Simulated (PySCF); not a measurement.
# BiH3N (Bi(NH3)3+): the cost of one run

The runs use PySCF 2.14.0; PBE0, Bi def2-SVP with ECP60, N def2-SVP, H def2-SVP; scalar-relativistic core potentials, no spin–orbit coupling.

3 further runs of the same task are left out: 2 for a known fault of the program, 1 that didn't finish. Runs told in other sessions of the task aren't counted.

## 1. Starting geometry

5 atoms, charge 3, spin multiplicity 1.

Bond lengths: Bi1–N2 2.360 Å, N2–H3 1.020 Å, N2–H4 1.020 Å, N2–H5 1.020 Å. Angles: Bi1–N2–H3 113.0°, Bi1–N2–H4 113.0°, Bi1–N2–H5 113.0°, H3–N2–H4 105.8°, H3–N2–H5 105.8°, H4–N2–H5 105.8°.

Geometry (Å):

```xyz
5

Bi    0.00000    0.00000    0.00000
N     0.00000    0.00000    2.36000
H     0.93920    0.00000    2.75800
H    -0.46960    0.81330    2.75800
H    -0.46960   -0.81330    2.75800
```

Formal oxidation states: Bi +3.

## 2. SCF at the start, singlet

Input file run.py (the lines that set the calculation):

```python
mol = gto.M(atom='''
Bi     0.00000     0.00000     0.00000
N      0.00000     0.00000     2.36000
H      0.93920     0.00000     2.75800
H     -0.46960     0.81330     2.75800
H     -0.46960    -0.81330     2.75800''',
    basis={'Bi': 'def2-SVP', 'N': 'def2-SVP', 'H': 'def2-SVP'},
    ecp={'Bi': 'def2-SVP'},
    charge=3, spin=0)
mf = dft.RKS(mol, xc='PBE0')
mf.grids.atom_grid = (50, 194)
mf = mf.density_fit()  # fitting sets: Bi def2-universal-JKFIT, N def2-universal-JKFIT, H def2-universal-JKFIT
mf.conv_tol = 1e-08; mf.max_cycle = 55
mf.kernel(dm0)  # dm0: free metal ions and neutral atoms
```

On the command line:

```
$ OMP_NUM_THREADS=2 python run.py
```

Q: Estimate wall time and peak memory on 2 threads of Arm Neoverse V1, shared host.

About 1 s, with a peak of 0.3 GiB.
